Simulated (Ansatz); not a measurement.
# Ga4SbAs3: lattice vibrations and screening

Aim: for Ga4SbAs3, find the equilibrium cell, relax to small forces and stress and get the zone-centre modes.

Computed with Ansatz 0.2.0 (DFT PBEsol, scalar-relativistic, plane waves, PAW, unless a step's input says otherwise).

**1. Starting point**

The structure is cubic, space group P-43m (No. 215). The conventional cell has a = 5.770 Å, b = 5.770 Å, c = 5.770 Å, α = 90.00°, β = 90.00°, γ = 90.00°. Ga (site symmetry 3m) is surrounded by 1 Sb at 2.50 Å and 3 As at 2.50 Å. Sb (site symmetry -43m) is surrounded by 4 Ga at 2.50 Å. Around As (site symmetry -42m) lie 4 Ga at 2.50 Å.

As a file:

```cif
data_structure
_symmetry_space_group_name_H-M 'P-43m'
_symmetry_Int_Tables_number 215
_cell_length_a 5.7698
_cell_length_b 5.7698
_cell_length_c 5.7698
_cell_angle_alpha 90.000
_cell_angle_beta 90.000
_cell_angle_gamma 90.000
_cell_volume 192.08
loop_
_atom_site_label
_atom_site_type_symbol
_atom_site_symmetry_multiplicity
_atom_site_Wyckoff_symbol
_atom_site_fract_x
_atom_site_fract_y
_atom_site_fract_z
_atom_site_occupancy
Ga1 Ga 4 e 0.75000 0.75000 0.75000 1
Sb1 Sb 1 a 0.00000 0.00000 0.00000 1
As1 As 3 c 0.50000 0.50000 0.00000 1
```

(A quick probe on a coarse mesh, which set the mesh and smearing, is not shown.)

**3. Rough relaxation on the coarse mesh**

input.yaml reads:

```yaml
crystal:
  lattice:
    - [5.769775, 0.0, 0.0]
    - [0.0, -5.769775, 0.0]
    - [0.0, 0.0, -5.769775]
  atoms:
    - { symbol: Ga, position: [0.0, 0.5, 0.5] }
    - { symbol: Ga, position: [0.5, 0.0, 0.5] }
    - { symbol: Ga, position: [0.5, 0.5, 0.0] }
    - { symbol: Ga, position: [0.0, 0.0, 0.0] }
    - { symbol: Sb, position: [0.25, 0.25, 0.25] }
    - { symbol: As, position: [0.75, 0.75, 0.25] }
    - { symbol: As, position: [0.75, 0.25, 0.75] }
    - { symbol: As, position: [0.25, 0.75, 0.75] }
basis:
  ecutwfc: 420
kpoints:
  mp_grid: { grid: [4, 4, 4] }
hamiltonian:
  xc: pbesol
scf:
  occupations: { method: gaussian, width: 0.1 }
output:
  forces: true
  stress: true
  eigenvalues: true
relax:
  adjacent_minimum: "off"
  f_tol: 0.05
  max_steps: 80
  cell: { stress_tol: 0.5 }
```

Command:

```
$ ansatz run input.yaml --threads 2 --pin off --max-ram 5120MiB --backend cpu --events-out ev --progress --plain --runs-dir out
```

Further runs follow: full relaxation; a stricter relaxation; phonons at the zone centre.

Before running it: what results should come out? Wanted: relaxed cell; volume; formation energy; optical modes at Γ.

**Answer**, as computed:

```
                                                               quantity                                                                      value
                                                           relaxed cell  a = 5.777 Å, b = 5.777 Å, c = 5.777 Å, α = 90.00°, β = 90.00°, γ = 90.00°
                                                   space group (0.01 Å)                                                            P-43m (No. 215)
                                                                 volume                                                              24.09 Å³/atom
formation energy (elements from runs with the same settings, not shown)                                                              -0.24 eV/atom
                                                     optical modes at Γ                                                             64 to 247 cm⁻¹
```

**Reading.** Relaxation left the volume within 0.5 % of the start. All optical modes at Γ are real, so no distortion that keeps the cell lowers the energy to second order; that says nothing of other wave vectors. Spin-orbit coupling is left out, which matters for the bands of Sb.
